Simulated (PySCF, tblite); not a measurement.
**1-cyclopentenylacetonitrile: a rotation path, then NMR shifts on frames**

Aim: move 1-cyclopentenylacetonitrile (`N#CCC1=CCCC1`) away from its starting geometry and see how NMR shifts follow the geometry.

Programs: tblite 0.8.0 and PySCF 2.14.0, with density-fitted response routines of our own. Each step states its level of theory. These are calculated values for one molecule in the gas phase, unless marked as measured. Atoms are numbered from 0 throughout.

## (1) The starting structure

17 atoms, charge 0, multiplicity 1; geometry from: GFN2-xTB.

Bonds of the start (Å): N0–C1 1.14, C1–C2 1.44, C2–C3 1.50, C3–C4 1.32, C4–C5 1.50, C5–C6 1.54, C6–C7 1.54, C7–C3 1.50, C2–H8 1.10, C2–H9 1.09, C4–H10 1.08, C5–H11 1.09, C5–H12 1.09, C6–H13 1.09, C6–H14 1.09, C7–H15 1.09, C7–H16 1.09.

## (2) A band between two rotamers with GFN2-xTB

What the job is given:

```
{"job": {"kind": "neb", "xc": "GFN2-xTB", "basis": "xTB", "atoms": [1, 2, 3, 7], "turn": 120}, "charge": 0, "multiplicity": 1}
N      2.942577     1.994918    -0.835304
C      2.542652     1.050486    -0.330867
C      2.012171    -0.134813     0.298540
C      0.512226    -0.116468     0.240805
C     -0.328903    -0.012811     1.257929
C     -1.757698     0.011177     0.807756
C     -1.675986    -0.391835    -0.675525
C     -0.208658    -0.172183    -1.078337
H      2.405663    -1.007666    -0.234164
H      2.356970    -0.164864     1.335591
H     -0.062394     0.067438     2.298173
H     -2.383781    -0.667974     1.387982
H     -2.165197     1.018902     0.928657
H     -2.361446     0.183120    -1.294841
H     -1.931241    -1.446774    -0.782563
H      0.168363    -0.970527    -1.720095
H     -0.072317     0.771905    -1.613647
```

Method: GFN2-xTB climbing-image nudged elastic band, gas phase.

Run with:

```bash
$ OMP_NUM_THREADS=1 python probes_run.py task.json out
```

One launch serves the whole session: the jobs run in the order shown.

Standard output:

```text
image   E - E0 / eV
  0       0.0000
  1       0.0066
  2       0.0190
  3       0.0302
  4       0.0343
  5       0.0313
  6       0.0261
  7       0.0232
  8       0.0185
```

It took 2.2 s on 1 thread of Arm Neoverse V2, shared host; peak memory 0.18 GiB.

The final band, with the dihedral C1–C2–C3–C7:

```csv
image,dihedral (°),energy (eV),energy (kcal/mol)
0,64,0.000,0.0
1,79,0.007,0.2
2,94,0.019,0.4
3,109,0.030,0.7
4,125,0.034,0.8
5,140,0.031,0.7
6,155,0.026,0.6
7,170,0.023,0.5
8,184,0.018,0.4
```

## (3) Nuclear shieldings: image 0, PBE0/pcSseg-1

What the job is given:

```
{"job": {"kind": "nmr", "xc": "PBE0", "basis": "pcSseg-1", "pop": false}, "charge": 0, "multiplicity": 1}
N      2.942600     1.994900    -0.835300
C      2.542700     1.050500    -0.330900
C      2.012200    -0.134800     0.298500
C      0.512200    -0.116500     0.240800
C     -0.328900    -0.012800     1.257900
C     -1.757700     0.011200     0.807800
C     -1.676000    -0.391800    -0.675500
C     -0.208700    -0.172200    -1.078300
H      2.405700    -1.007700    -0.234200
H      2.357000    -0.164900     1.335600
H     -0.062400     0.067400     2.298200
H     -2.383800    -0.668000     1.388000
H     -2.165200     1.018900     0.928700
H     -2.361400     0.183100    -1.294800
H     -1.931200    -1.446800    -0.782600
H      0.168400    -0.970500    -1.720100
H     -0.072300     0.771900    -1.613600
```

Method: GIAO PBE0/pcSseg-1 NMR shielding, non-relativistic, gas phase.

Standard output:

```text
coarse grid: 14248 points
cycle   1  E = -326.3321215963  dE =  1.164e+00  |g| = 5.137e-01  |ddm| = 3.793e+00
cycle   2  E = -326.1873922386  dE =  1.447e-01  |g| = 9.713e-01  |ddm| = 1.258e+00
cycle   3  E = -326.3948795611  dE = -2.075e-01  |g| = 1.614e-01  |ddm| = 8.082e-01
cycle   4  E = -326.4006377984  dE = -5.758e-03  |g| = 4.802e-02  |ddm| = 1.630e-01
cycle   5  E = -326.4011521762  dE = -5.144e-04  |g| = 1.041e-02  |ddm| = 5.314e-02
cycle   6  E = -326.4011758683  dE = -2.369e-05  |g| = 2.960e-03  |ddm| = 1.129e-02
cycle   7  E = -326.4011775592  dE = -1.691e-06  |g| = 1.265e-03  |ddm| = 3.366e-03
final grid: 137800 points
cycle   8  E = -326.4486361219  dE = -3.972e-05  |g| = 7.893e-03  |ddm| = 4.267e-02
cycle   9  E = -326.4486306731  dE =  5.449e-06  |g| = 9.249e-03  |ddm| = 1.669e-02
cycle  10  E = -326.4486524106  dE = -2.174e-05  |g| = 1.012e-03  |ddm| = 9.283e-03
cycle  11  E = -326.4486526360  dE = -2.254e-07  |g| = 3.261e-04  |ddm| = 1.164e-03
cycle  12  E = -326.4486526595  dE = -2.353e-08  |g| = 1.032e-04  |ddm| = 3.597e-04
cycle  13  E = -326.4486526618  dE = -2.302e-09  |g| = 3.130e-05  |ddm| = 9.475e-05
cycle  14  E = -326.4486526619  dE = -1.380e-10  |g| = 1.900e-05  |ddm| = 3.334e-05
converged SCF energy = -326.4486526619

GIAO shielding tensors (ppm)
atom      isotropic    diamagn.    paramagn.     s11        s22        s33       span
  0 N      -31.191     339.513    -370.704   -203.243   -187.791    297.462    500.705
  1 C       65.621     260.074    -194.453    -49.421    -46.641    292.924    342.346
  2 C      165.737     244.231     -78.493    151.625    166.111    179.476     27.852
  3 C       45.330     263.521    -218.191    -61.883     65.271    132.603    194.486
  4 C       48.739     252.973    -204.234    -49.841     64.123    131.936    181.777
  5 C      149.353     249.151     -99.798    124.145    153.237    170.678     46.533
  6 C      160.935     247.626     -86.691    132.862    174.458    175.485     42.623
  7 C      148.242     246.918     -98.676    120.989    151.893    171.845     50.856
  8 H       28.805      27.063       1.742     24.857     27.343     34.215      9.358
  9 H       28.443      27.546       0.897     23.850     27.893     33.588      9.739
 10 H       25.850      33.144      -7.294     24.193     25.022     28.335      4.142
 11 H       29.181      29.688      -0.507     24.729     27.122     35.694     10.964
 12 H       29.041      30.115      -1.073     25.043     26.904     35.176     10.133
 13 H       29.604      29.906      -0.301     25.160     27.611     36.041     10.881
 14 H       29.713      30.364      -0.651     24.335     28.256     36.546     12.211
 15 H       29.507      31.244      -1.737     24.711     28.938     34.871     10.161
 16 H       28.687      31.640      -2.953     23.896     28.563     33.603      9.707
```

Wall time 19 s (1 thread of Arm Neoverse V2, shared host); peak memory 0.83 GiB.

The references, computed at this level on geometries of the same kind, shield at (ppm): 1H TMS 31.72, 13C TMS 186.9, 15N NH3 267.7. Their shielding less the atom's gives the shift. The references are single molecules in the gas phase, so shifts against H2O, NH3, PH3, H3PO4 or CFCl3 are not on the usual liquid scales and can be off by tens of ppm. Each atom is listed at this fixed geometry, with no averaging over motion; a spectrum would average atoms that exchange fast.

| atoms | environment | σ (ppm) | δ (ppm) |
| --- | --- | --- | --- |
| C3 | fully substituted alkene carbon | 45.3 | 141.6 |
| C4 | alkene CH | 48.7 | 138.2 |
| C1 | nitrile carbon | 65.6 | 121.3 |
| C7 | allylic sp3 CH2 | 148.2 | 38.7 |
| C5 | allylic sp3 CH2 | 149.4 | 37.6 |
| C6 | sp3 CH2 in a ring | 160.9 | 26.0 |
| C2 | allylic sp3 CH2 | 165.7 | 21.2 |
| H10 | hydrogen on an alkene CH | 25.85 | 5.87 |
| H9 | hydrogen on an allylic sp3 CH2 | 28.44 | 3.27 |
| H16 | hydrogen on an allylic sp3 CH2 | 28.69 | 3.03 |
| H8 | hydrogen on an allylic sp3 CH2 | 28.80 | 2.91 |
| H12 | hydrogen on an allylic sp3 CH2 | 29.04 | 2.68 |
| H11 | hydrogen on an allylic sp3 CH2 | 29.18 | 2.54 |
| H15 | hydrogen on an allylic sp3 CH2 | 29.51 | 2.21 |
| H13 | hydrogen on an sp3 CH2 in a ring | 29.60 | 2.11 |
| H14 | hydrogen on an sp3 CH2 in a ring | 29.71 | 2.00 |
| N0 | nitrile nitrogen | -31.2 | 298.9 |

Ring of atoms C3, C4, C5, C6, C7: NICS(0) -2.5, NICS(1) -2.9, NICS(1)zz -2.4 ppm (means of both faces).

## (4) Shielding tensors: image 2, PBE0/pcSseg-1

What the job is given:

```
{"job": {"kind": "nmr", "xc": "PBE0", "basis": "pcSseg-1", "pop": false}, "charge": 0, "multiplicity": 1}
N      2.961100     2.234800    -0.090300
C      2.548200     1.175000     0.022400
C      2.022600    -0.162700     0.158700
C      0.519100    -0.133200     0.149500
C     -0.278400     0.117800     1.177000
C     -1.724500     0.123800     0.784700
C     -1.712600    -0.477700    -0.631800
C     -0.261000    -0.340400    -1.119300
H      2.402200    -0.762600    -0.673400
H      2.391500    -0.579000     1.100700
H      0.033600     0.319900     2.186900
H     -2.344100    -0.451500     1.474700
H     -2.100200     1.151400     0.780500
H     -2.409900     0.021100    -1.301700
H     -1.988500    -1.531900    -0.582300
H      0.075700    -1.219500    -1.671600
H     -0.141700     0.526700    -1.774800
```

With the program's defaults for keys left out, this is: GIAO PBE0/pcSseg-1 NMR shielding, non-relativistic, gas phase.

Standard output:

```text
coarse grid: 14248 points
cycle   1  E = -326.3288810903  dE =  1.162e+00  |g| = 5.166e-01  |ddm| = 3.786e+00
cycle   2  E = -326.1810943253  dE =  1.478e-01  |g| = 9.792e-01  |ddm| = 1.265e+00
cycle   3  E = -326.3924782674  dE = -2.114e-01  |g| = 1.614e-01  |ddm| = 8.127e-01
cycle   4  E = -326.3982512773  dE = -5.773e-03  |g| = 4.770e-02  |ddm| = 1.622e-01
cycle   5  E = -326.3987596048  dE = -5.083e-04  |g| = 1.025e-02  |ddm| = 5.281e-02
cycle   6  E = -326.3987833500  dE = -2.375e-05  |g| = 2.458e-03  |ddm| = 1.143e-02
cycle   7  E = -326.3987844968  dE = -1.147e-06  |g| = 1.071e-03  |ddm| = 2.880e-03
final grid: 137800 points
cycle   8  E = -326.4466429000  dE = -4.235e-05  |g| = 7.840e-03  |ddm| = 4.092e-02
cycle   9  E = -326.4466383574  dE =  4.543e-06  |g| = 9.018e-03  |ddm| = 1.639e-02
cycle  10  E = -326.4466590665  dE = -2.071e-05  |g| = 8.882e-04  |ddm| = 9.008e-03
cycle  11  E = -326.4466592346  dE = -1.681e-07  |g| = 3.162e-04  |ddm| = 1.048e-03
cycle  12  E = -326.4466592560  dE = -2.131e-08  |g| = 1.127e-04  |ddm| = 3.423e-04
cycle  13  E = -326.4466592587  dE = -2.761e-09  |g| = 3.283e-05  |ddm| = 1.034e-04
cycle  14  E = -326.4466592589  dE = -1.580e-10  |g| = 1.910e-05  |ddm| = 3.425e-05
converged SCF energy = -326.4466592589

GIAO shielding tensors (ppm)
atom      isotropic    diamagn.    paramagn.     s11        s22        s33       span
  0 N      -28.589     339.375    -367.964   -201.537   -179.891    295.661    497.198
  1 C       64.989     259.355    -194.366    -52.819    -45.503    293.290    346.109
  2 C      167.964     244.489     -76.525    154.537    167.920    181.434     26.897
  3 C       45.517     262.329    -216.812    -62.644     66.611    132.584    195.228
  4 C       46.948     253.283    -206.335    -56.612     60.690    136.766    193.377
  5 C      148.882     249.029    -100.146    123.698    152.694    170.255     46.557
  6 C      160.635     247.590     -86.955    132.459    174.158    175.288     42.829
  7 C      146.158     246.641    -100.484    114.620    151.894    171.958     57.338
  8 H       28.953      27.571       1.382     24.667     28.370     33.821      9.154
  9 H       28.424      27.177       1.247     24.076     27.415     33.781      9.705
 10 H       25.741      33.401      -7.660     24.053     24.779     28.392      4.339
 11 H       29.109      29.722      -0.613     24.673     27.093     35.563     10.890
 12 H       29.004      30.182      -1.178     25.056     26.890     35.067     10.011
 13 H       29.642      29.759      -0.117     25.260     27.569     36.095     10.835
 14 H       29.722      30.220      -0.498     24.419     28.191     36.555     12.136
 15 H       29.501      30.940      -1.439     24.838     28.769     34.896     10.058
 16 H       28.772      31.087      -2.315     24.338     28.365     33.614      9.276
```

Wall time 18 s (1 thread of Arm Neoverse V2, shared host); peak memory 0.85 GiB.

This run: δ C3 141.4, C4 140.0, C1 121.9, C7 40.8, H10 5.98, H9 3.29 ppm.

[end of part 1 of 2]
